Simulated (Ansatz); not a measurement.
# ZrSi3N3: the cost of one run

Program: Ansatz 0.2.0. Level of theory: DFT PBE, scalar-relativistic, plane waves, PAW. These are calculated values, not measurements.

1 further run of the same task is left out (it didn't finish).

### 1 The system as given

It takes space group P4mm (No. 99, tetragonal). The conventional cell has a = 3.497 Å, b = 3.497 Å, c = 6.245 Å, α = 90.00°, β = 90.00°, γ = 90.00°. Around Zr (site symmetry 4mm) lie 5 Si at 1.68 to 1.81 Å and 4 N at 1.84 Å. Si (site symmetry 2mm) is surrounded by 1 N at 1.04 Å. Si (site symmetry 4mm) is surrounded by 1 Zr at 1.68 Å. N (site symmetry 2mm) has 1 Si at 1.04 Å as nearest neighbours. Around N (site symmetry 4mm) lie 1 Si at 2.05 Å.

Coordinates:

```xyz
7
Lattice="3.4969 0.0000 0.0000 0.0000 3.4969 0.0000 0.0000 0.0000 6.2450" Properties=species:S:1:pos:R:3 pbc="T T T"
Zr    0.0000    0.0000    0.1311
Si    1.7485    0.0000    5.8970
Si    0.0000    1.7485    5.8970
Si    0.0000    0.0000    4.6973
N     1.7485    0.0000    0.6934
N     0.0000    1.7485    0.6934
N     0.0000    0.0000    2.6455
```

The cell is invented: random cell by space group and Wyckoff sites (P4mm, No. 99). The dimensions are guesses.

### 2 A first look at the guess

File input.yaml:

```yaml
crystal:
  lattice:
    - [3.49693925, 0.0, 0.0]
    - [0.0, 3.49693925, 0.0]
    - [0.0, 0.0, 6.24501138]
  atoms:
    - { symbol: Zr, position: [0.0, 0.0, 0.02099361] }
    - { symbol: Si, position: [0.5, 0.0, 0.94427713] }
    - { symbol: Si, position: [0.0, 0.5, 0.94427713] }
    - { symbol: Si, position: [0.0, 0.0, 0.75216947] }
    - { symbol: "N", position: [0.5, 0.0, 0.11103868] }
    - { symbol: "N", position: [0.0, 0.5, 0.11103868] }
    - { symbol: "N", position: [0.0, 0.0, 0.42361327] }
basis:
  ecutwfc: 420
kpoints:
  mp_grid: { grid: [6, 6, 4] }
hamiltonian:
  xc: pbe
scf:
  occupations: { method: gaussian, width: 0.1 }
  lower_state_search: "off"
output:
  forces: true
  stress: true
  eigenvalues: true
```

On the command line:

```
$ ansatz run input.yaml --threads 1 --pin off --max-ram 2560MiB --backend cpu --events-out ev --progress --plain --runs-dir out
```

**Question.** How long does this run take on 1 thread of Arm Neoverse V1, shared host, and how much memory does it need?

About 11 s, with a peak of 0.32 GiB.
